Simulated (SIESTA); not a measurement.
## Ta4NiO11: band structure with PBE

The system is Ta4NiO11.

```
Ta Ni O
1.0
     1.95495  -14.82973    0.00000
     1.95495   14.82973    0.00000
     0.00000    0.00000    3.88590
Ta Ni O
4 1 11
Direct
  0.20437 0.79563 0.00000
  0.92451 0.07549 0.00000
  0.07549 0.92451 0.00000
  0.79563 0.20437 0.00000
  0.50000 0.50000 0.00000
  0.13987 0.86013 0.00000
  0.72107 0.27893 0.00000
  0.43645 0.56355 0.00000
  0.56355 0.43645 0.00000
  0.00000 0.00000 0.00000
  0.86013 0.13987 0.00000
  0.27893 0.72107 0.00000
  0.92790 0.07210 0.50000
  0.07210 0.92790 0.50000
  0.79436 0.20564 0.50000
  0.20564 0.79436 0.50000
```

The cell was built by a generator and needn't be a form met in nature.

```json
{
 "Program": "SIESTA 5.4.2",
 "Task": "band structure",
 "Functional": "PBE",
 "Potentials or basis": "PseudoDojo 0.4 standard (PBE files)",
 "Basis": "SZ (energy shift 0.003 Ry)",
 "Grid cutoff": "800 Ry",
 "Energy shift": "0.003 Ry",
 "k mesh": "7 × 7 × 7",
 "Occupations": "fermi-dirac, width 0.05 eV",
 "Spin": "collinear spin, ferromagnetic start",
 "Starting moments": "[0.0, 0.0, 0.0, 0.0, 1.0, 0.0, 0.0, 0.0, 0.0, 0.0, 0.0, 0.0, 0.0, 0.0, 0.0, 0.0] μB",
 "MPI ranks": "4"
}
```

The pressure is 1.9 GPa, the largest force is 0.361 eV/Å and the band gap on the k mesh is none (metal or under the smearing width). The net moment is 0.88 μB per cell and the site moments are Ta -0.00, -0.01; Ni +0.74; O -0.00, +0.02, +0.13, +0.01, +0.00 μB.

Forces on the atoms (eV/Å):
```
Ta   0.000 -0.310  0.000
Ta   0.000  0.133  0.000
Ta   0.000 -0.133  0.000
Ta   0.000  0.310  0.000
Ni   0.000  0.000  0.000
O    0.000  0.143  0.000
O    0.000  0.127  0.000
O    0.000  0.056  0.000
O    0.000 -0.056  0.000
O    0.000  0.000  0.000
O    0.000 -0.143  0.000
O    0.000 -0.127  0.000
O    0.000 -0.361  0.000
O    0.000  0.361  0.000
O    0.000  0.078  0.000
O    0.000 -0.078  0.000
```

Stress tensor (GPa, compression positive):
```
0.10 0.00 0.00
0.00 2.54 0.00
0.00 0.00 2.94
```

Levels at the corners of the path, in eV from the Fermi level:
Spin up:
```csv
point,band 66,band 67,band 68,band 69,band 70,band 71
Γ,-1.38,-1.27,-0.92,-0.58,0.02,0.06
X,-1.12,-1.01,-0.71,0.28,0.70,0.79
S,-1.12,-1.01,-0.70,0.29,0.70,0.79
R,-0.91,-0.52,-0.39,0.90,1.85,2.10
A,-0.91,-0.52,-0.39,0.89,1.86,2.09
Z,-1.36,-1.17,-0.69,-0.65,1.85,1.89
Γ,-1.38,-1.27,-0.92,-0.58,0.02,0.06
Y,-1.37,-1.27,-0.92,-0.58,0.02,0.06
X1,-1.12,-1.01,-0.71,0.28,0.70,0.79
A1,-0.91,-0.52,-0.39,0.89,1.86,2.09
T,-1.39,-1.17,-0.69,-0.65,1.65,2.13
Y,-1.37,-1.27,-0.92,-0.58,0.02,0.06
Z,-1.36,-1.17,-0.69,-0.65,1.85,1.89
T,-1.39,-1.17,-0.69,-0.65,1.65,2.13
```
Spin down:
```csv
point,band 65,band 66,band 67,band 68,band 69,band 70,band 71,band 72
Γ,-1.07,-0.88,-0.84,-0.21,0.01,0.05,0.18,0.19
X,-0.76,-0.71,-0.57,0.18,0.28,0.83,1.20,1.79
S,-0.76,-0.71,-0.57,0.18,0.28,0.82,1.21,1.78
R,-0.80,-0.36,-0.09,0.41,1.32,1.86,2.44,3.54
A,-0.80,-0.36,-0.09,0.41,1.31,1.86,2.44,3.55
Z,-1.14,-0.74,-0.64,-0.24,0.40,1.86,1.90,3.73
Γ,-1.07,-0.88,-0.84,-0.21,0.01,0.05,0.18,0.19
Y,-1.07,-0.88,-0.84,-0.20,0.02,0.05,0.18,0.19
X1,-0.76,-0.71,-0.57,0.18,0.28,0.83,1.20,1.79
A1,-0.80,-0.36,-0.09,0.41,1.31,1.86,2.44,3.55
T,-1.14,-0.74,-0.64,-0.24,0.40,1.66,2.13,3.62
Y,-1.07,-0.88,-0.84,-0.20,0.02,0.05,0.18,0.19
Z,-1.14,-0.74,-0.64,-0.24,0.40,1.86,1.90,3.73
T,-1.14,-0.74,-0.64,-0.24,0.40,1.66,2.13,3.62
```

Wall time 10 min on 4 MPI ranks on Arm Neoverse V1 (shared host), peak memory 3.7 GiB a rank.

Caveat: the basis has no polarisation orbitals; short orbitals over semicore shells can move pressures by several GPa; spin-orbit coupling is left out, which moves the levels of the heavy elements; the basis of atomic orbitals isn't converged, which shifts pressures, moduli and gaps; a cell with one magnetic atom can't hold antiferromagnetic order, which such compounds often take; semilocal functionals often make such compounds metallic where correlation or magnetic order opens a gap, which also shifts bond lengths. With open d or f shells a metallic result of PBE can be an artefact of self-interaction; +U or a hybrid may open a gap.
